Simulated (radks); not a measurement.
**Ca⁺ in [Ne] 3s2 3p4 4s1 4f2: an all-electron calculation**

One table from this session's results is given with a row withheld; the runs are named, their logs left out.

The numbers are computed with radks (a radial shooting solver on a logarithmic mesh, Libxc functionals) version 1 (non-relativistic Kohn-Sham, BLYP, spin-polarised, spherical densities, point nucleus; open shells are filled with parallel spins first), except any that are marked as measured or tabulated.

### The atom as given

```
element       : calcium (Z = 20)
charge        : +1
electrons     : 19
configuration : [Ne] 3s2 3p4 4s1 4f2
```

Outer shells as boxes (Hund's rule):

Ca⁺
```
[Ne] core
3s [↑↓]
3p [↑↓][↑ ][↑ ]
4s [↑ ]
4f [↑ ][↑ ][  ][  ][  ][  ][  ]
```

Set-up of the first run:

The run's settings:

```text
Z 20
configuration [Ne] 3s2 3p4 4s1 4f2 3d0 4p0 5s0 5f0
relativity non-relativistic
functional b88,lyp
spin polarised
nucleus point
```

One table of the session follows, with a row left open; its other results are not shown here.

It belongs to the step «Shells». From the orbitals of this run (lengths in bohr):

```
  level      <r>  outermost maximum (interpolated)  90 % within  nodes
  1s up  0.07737                            0.0508        0.138      0
1s down  0.07736                            0.0508        0.138      0
  2s up   0.3665                             0.302        0.570      1
2s down   0.3663                             0.302        0.570      1
  2p up   0.3279                             0.247        0.541      0
2p down   0.3279                             0.247        0.540      0
  3s up    1.104                             0.973         1.64      2
3s down    1.112                             0.975         1.65      2
  3p up    1.168                              1.01         1.77      1
3p down    1.180                              1.01         1.80      1
  3d up    1.334                              1.03         2.15      0
3d down        ?                                 ?            ?      ?
  4s up    2.821                              2.57         4.07      3
  4p up    3.197                              2.88         4.66      2
  5s up    6.059                              5.79         8.53      4
  4f up    5.956                              5.09         9.06      0
```

Q: Estimate the row for 3d down from the others.

**Answer.** <r>: 1.363; outermost maximum (interpolated): 1.04; 90 % within: 2.22; nodes: 0. In the column «<r>» it lies between 3d up (1.334) and 4s up (2.821).
